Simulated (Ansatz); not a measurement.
Consider cell relaxations under several functionals of Mn₃SnN, space group Pm-3m (the Python package of Ansatz (0.2.0)).

`lattice_mn3snn.py`:
```python
"""How the lattice of Mn3SnN depends on the functional."""

import ansatz as az
import numpy as np

def edges_and_angles(cell):
    cell = np.asarray(cell)
    a, b, c = np.linalg.norm(cell, axis=1)
    cosines = cell[1] @ cell[2] / (b * c), cell[0] @ cell[2] / (a * c), cell[0] @ cell[1] / (a * b)
    return (a, b, c, *np.degrees(np.arccos(cosines)))


def main() -> None:
    cell = (
        az.Lattice.of([3.878941, 0.0, 0.0], [0.0, 3.878941, 0.0], [0.0, 0.0, 3.878941])
        .atom("Mn", [0.0, 0.5, 0.5])
        .atom("Mn", [0.5, 0.5, 0.0])
        .atom("Mn", [0.5, 0.0, 0.5])
        .atom("Sn", [0.0, 0.0, 0.0])
        .atom("N", [0.5, 0.5, 0.5])
        .moments(Mn=4)
    )

    model = (
        cell.calculation()
        .basis(35 * az.Ry)
        .kpoints(density=3.4)
        .occupations("gaussian", width=0.15)
        .spin(az.SpinTreatment.COLLINEAR)  # spin-polarised run
        .relax(cell=True, force_tolerance=0.01, max_steps=40)  # relax until the tolerances are met
    )

    levels = [("lda", "none"), ("blyp", "d3bj"), ("pbesol", "d3bj")]
    print("level            a       b       c    alpha   beta  gamma  V/atom  steps")
    for name, dispersion in levels:
        seen = []
        run = model.functional(name, dispersion=dispersion).session().plan()
        res = run.execute(on_event=lambda e: seen.append(e) if e["event"] == "relax_step" else None)
        cell = res.lattice.cell_ang
        label = name if dispersion == "none" else f"{name}+{dispersion}"
        print("{:13s} {:7.4f} {:7.4f} {:7.4f} {:6.2f} {:6.2f} {:6.2f}".format(label, *edges_and_angles(cell)), f"{abs(np.linalg.det(cell)) / len(res.lattice.sites):7.3f} {len(seen):5d}")


if __name__ == "__main__":
    main()
```

Rank the levels of theory by the volume of the relaxed cell.

From smallest to largest: LDA (10.81 Å³ an atom, -7.4 % against the start), PBEsol+D3BJ (10.89 Å³ an atom, -6.7 % against the start) and BLYP+D3BJ (11.44 Å³ an atom, -2.0 % against the start). The spread is 5.8 % in volume.

What the script printed:

```console
$ python lattice_mn3snn.py
level            a       b       c    alpha   beta  gamma  V/atom  steps
lda            3.7808  3.7808  3.7808  90.00  90.00  90.00  10.809     5
blyp+d3bj      3.8529  3.8529  3.8529  90.00  90.00  90.00  11.439     5
pbesol+d3bj    3.7904  3.7904  3.7904  90.00  90.00  90.00  10.891     5
```

What to keep in mind:
- The magnetic order follows from the starting moments and needn't be the lowest.
- Forces vanish by symmetry, so the ions can't move, and the end may be a saddle.
- BLYP and dispersion corrections can be off by several per cent in the lattices of metals, and by several GPa in the pressure at a fixed cell.
- The structure comes from a database of computed cells and needn't be a stable or known phase.
- Hardware and time: 2.4 min on 1 thread of Arm Neoverse V1, on a shared host, peak memory 0.56 GiB.

(A comment or docstring line of the script was reworded after the run, the code is as it ran.)
